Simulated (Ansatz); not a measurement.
# Rb3Pt: the cost of one run

Program: Ansatz 0.2.0 through its Python package. Level of theory: DFT r2SCAN, plane waves, PAW. These are calculated values, not measurements.

## Step 1: Starting point

Symmetry: Pm-3m, No. 221, cubic system. The conventional cell has a = 5.499 Å, b = 5.499 Å, c = 5.499 Å, α = 90.00°, β = 90.00°, γ = 90.00°. Around Rb (site symmetry 4/mmm) lie 8 Rb at 3.89 Å and 4 Pt at 3.89 Å. Pt (site symmetry m-3m) has 12 Rb at 3.89 Å as nearest neighbours.

The script holds or builds the structure itself.

## Step 2: The script

The input, run_ecut.py:

```python
'''Convergence of Rb3Pt with the plane-wave cutoff.'''

import ansatz as az

lattice = az.Lattice.of(
    (5.49879, 0.0, 0.0),
    (0.0, 5.49879, 0.0),
    (0.0, 0.0, 5.49879),
)
sites = [
    ('Rb', (0.0, 0.0, 0.5)),
    ('Rb', (0.0, 0.5, 0.0)),
    ('Rb', (0.5, 0.0, 0.0)),
    ('Pt', (0.5, 0.5, 0.5)),
]
crystal = az.Crystal(lattice=lattice)
for symbol, position in sites:
    crystal = crystal.atom(symbol, position)

setup = (
    crystal.calculation()
    .kpoints(4, center='gamma')
    .occupations(az.OccupationsMethod.FERMI_DIRAC, width=0.02)
    .functional('r2scan')
    .forces()
    .stress()
)

rows = []
for value in [250, 300, 350, 400, 450]:
    r = setup.basis(value).run(threads=1).report
    rows.append((value, r['free_energy_ev'] / len(r['lattice']['sites']), r['n_iterations'], sum(r['stress_gpa'][i][i] for i in range(3)) / 3, max(abs(f) for row in r['forces_ev_ang'] for f in row), r['n_pw']))

print(' cutoff (eV)   F/atom (eV)    iterations       P (GPa)  max component (eV/A)   plane waves')
for row in rows:
    print(f'{str(row[0]):>12s}  {row[1]:12.5f}  {row[2]:12d}  {row[3]:12.3f}  {row[4]:20.4f}  {row[5]:12d}')

# the last row is the reference
for row in rows[:-1]:
    shift = 1000 * (row[1] - rows[-1][1])
    print(f'{row[0]}: {shift:+.2f} meV/atom' + ('  (within 5 meV)' if abs(shift) < 5 else ''))
```

## Step 3: The run

Command:

```console
python run_ecut.py
```

What time and memory should one allow on 1 thread of Intel Xeon Platinum 8488C (Sapphire Rapids), shared host?

About 19 s, with a peak of 0.74 GiB.
